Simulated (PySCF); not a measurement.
# ZnF at other levels of theory

Starting from one script, swap the method and compare what comes out for ZnF.

Program: PySCF 2.14.0. Level of theory: each script names its method and basis. These are calculated values, not measurements.

## Step 1: Starting geometry

ZnF: 2 atoms, charge 0, spin multiplicity 2.

Bond lengths: Zn1–F2 1.763 Å.

## Step 2: The run that the others are compared with

input.py

```python
from pyscf import gto, scf, cc

mol = gto.M(
    atom='Zn 0 0 0; F 0 0 1.763',
    basis='6-31g',
    charge=0,
    spin=1,
    verbose=4,
)
mf = scf.UHF(mol)
mf = mf.density_fit(auxbasis='def2-universal-jkfit')
mf.kernel()
mycc = cc.CCSD(mf, frozen=6)
mycc.kernel()
mycc.ccsd_t()
mf.dip_moment()
print('orbital energies (hartree):', [e[max(0, n-3):n+3].round(4) for e, n in zip(mf.mo_energy, mol.nelec)])
```

Started as:

```bash
$ OMP_NUM_THREADS=1 python input.py
```

Its log is not repeated here.

It gives: E(SCF) = -1876.918055 Eh, 11 cycles, E(CCSD) − E(SCF) = -0.33143 Eh, (T) = -0.00635 Eh, ⟨S²⟩ = 0.752, μ = 3.46 D (of the SCF density).

The bond length is a typed value, not an optimised one.

## Step 3: Stability test

Run 1 changes step after the SCF: ccsd(t) → stability.

input.py

```python
from pyscf import gto, scf

mol = gto.M(
    atom='Zn 0 0 0; F 0 0 1.763',
    basis='6-31g',
    charge=0,
    spin=1,
    verbose=4,
)
mf = scf.UHF(mol)
mf = mf.density_fit(auxbasis='def2-universal-jkfit')
mf.kernel()
mf.stability(internal=True, external=True)
mf.dip_moment()
print('orbital energies (hartree):', [e[max(0, n-3):n+3].round(4) for e, n in zip(mf.mo_energy, mol.nelec)])
```

Started as:

```bash
$ OMP_NUM_THREADS=1 python input.py
```

## Step 4: Mn15 (UKS)

Run 2 changes functional: none (Hartree–Fock) → mn15; SCF type: UHF → UKS; step after the SCF: ccsd(t) → analyze.

input.py

```python
from pyscf import gto, dft

mol = gto.M(
    atom='Zn 0 0 0; F 0 0 1.763',
    basis='6-31g',
    charge=0,
    spin=1,
    verbose=4,
)
mf = dft.UKS(mol, xc='mn15')
mf = mf.density_fit(auxbasis='def2-universal-jkfit')
mf.kernel()
mf.analyze()
print('orbital energies (hartree):', [e[max(0, n-3):n+3].round(4) for e, n in zip(mf.mo_energy, mol.nelec)])
```

## Step 5: Population analysis

Run 3 changes step after the SCF: ccsd(t) → analyze.

input.py

```python
from pyscf import gto, scf

mol = gto.M(
    atom='Zn 0 0 0; F 0 0 1.763',
    basis='6-31g',
    charge=0,
    spin=1,
    verbose=4,
)
mf = scf.UHF(mol)
mf = mf.density_fit(auxbasis='def2-universal-jkfit')
mf.kernel()
mf.analyze()
print('orbital energies (hartree):', [e[max(0, n-3):n+3].round(4) for e, n in zip(mf.mo_energy, mol.nelec)])
```

Before running it: what results should come out? Wanted: for each run, E(SCF); from base; gap, α spin; SCF dipole; after the SCF.

**Answer**, as computed:

| run | E(SCF) (hartree) | from base (eV) | cycles | gap, α spin (eV) | SCF dipole (D) | after the SCF |
| --- | --- | --- | --- | --- | --- | --- |
| base | -1876.918055 | 0 | 11 | 10.14 | 3.46 | CCSD(T) correlation -9.192 eV, core frozen |
| stability test | -1876.918055 | 0.0000 | 11 | 10.14 | 3.46 | stable |
| mn15 (UKS) | -1879.056707 | not comparable | 10 | 6.98 | 2.96 | n/a |
| population analysis | -1876.918055 | 0.0000 | 11 | 10.14 | 3.46 | n/a |

A lower total energy from another functional means nothing by itself.
